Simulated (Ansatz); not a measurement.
Predict the output of the script below (Ansatz 0.2.0 through its Python package).

The script, `cohesive.py`:
```python
from collections import Counter
import logging
import sys
import warnings

import ansatz
from ase import Atoms

logging.basicConfig(stream=sys.stdout, format='%(name)s: %(message)s')
log = logging.getLogger('calc')
log.setLevel(logging.INFO)


def counts(outcome):
    return Counter(site.symbol for site in outcome.lattice.sites)

UNPAIRED = {'Mg': 0}  # unpaired electrons of the free atoms


def run_phase(name, crystal):
    calc = (
        crystal.calculation()
        .functional('lda')
        .pseudopotentials('nc')
        .mixing('anderson', beta=0.1)
        .scf(tolerance=1e-05)
        .kpoints(spacing=0.3)
        .occupations('fermi_dirac', width=0.02)
    )
    if name.endswith(' atom'):
        calc = calc.kpoints(1, 1, 1).occupations('fermi_dirac', width=0.01)
        if UNPAIRED[name.split()[0]]:
            calc = calc.spin('collinear')
        return calc.run(threads=1, pin='off')
    calc = calc.relax(force_tolerance=0.02, cell=True)
    return calc.run(threads=1, pin='off')

warnings.simplefilter('ignore', ansatz.DeckWarning)

phases = {}
atoms = Atoms(
    ['Mg', 'Mg', 'Mg', 'Mg'],
    scaled_positions=[
        (0.0, 0.0, 0.0),
        (1 / 3, 2 / 3, 0.25),
        (0.0, 0.0, 0.5),
        (2 / 3, 1 / 3, 0.75),
    ],
    cell=[
        (3.17683, 0.0, 0.0),
        (-1.58841, 2.75121, 0.0),
        (0.0, 0.0, 10.31886),
    ],
    pbc=True,
)
mg = ansatz.Crystal.from_ase(atoms)
phases['Mg'] = mg
for element, moment in UNPAIRED.items():
    phases[f'{element} atom'] = ansatz.Lattice.orthorhombic(10.0, 10.5, 11.0).atom(element, (0.5, 0.5, 0.5), moment=moment or None)

done = {}
for name, crystal in phases.items():
    done[name] = run_phase(name, crystal)
    log.info(f'{name}: {done[name].report["energy_sigma0_ev"]:.4f} eV, {len(done[name].lattice.sites)} atoms')

for element in UNPAIRED:
    atom = done[f'{element} atom'].report
    log.info(f'{element} atom: {atom["energy_sigma0_ev"]:.4f} eV, moment {atom["magnetization_mub"]:.2f} muB')
solid = done['Mg']
n = counts(solid)
binding = (sum(k * done[f'{e} atom'].report['energy_sigma0_ev'] for e, k in n.items()) - solid.report['energy_sigma0_ev']) / sum(n.values())
log.info(f'cohesive energy {binding:.3f} eV/atom = {96.4853 * binding:.0f} kJ/mol of atoms (no zero-point energy)')
```

```console
$ python cohesive.py
calc: Mg: -6452.3607 eV, 4 atoms
calc: Mg atom: -1611.3275 eV, 1 atoms
calc: Mg atom: -1611.3275 eV, moment 0.00 muB
calc: cohesive energy 1.763 eV/atom = 170 kJ/mol of atoms (no zero-point energy)
```

Caveats:
- These settings explore the input space; cutoff and mesh may be short of convergence.
- Other magnetic orders than the one started from may lie lower.
- For the metals among these phases the mesh is modest: differences between phases can be off by up to 40 meV an atom.
- The program warned that this SCF threshold is loose for forces or stresses.
- The cells come from databases of deposited and of computed structures, and not all need be stable phases.
- Free atoms in a box carry small image and symmetry errors, and spin-orbit coupling is left out.
- The script silences the warnings on its input, which a real study should read.
- Finished in 27 s on 1 thread of Arm Neoverse V1 (shared host), peak memory 1.2 GiB.
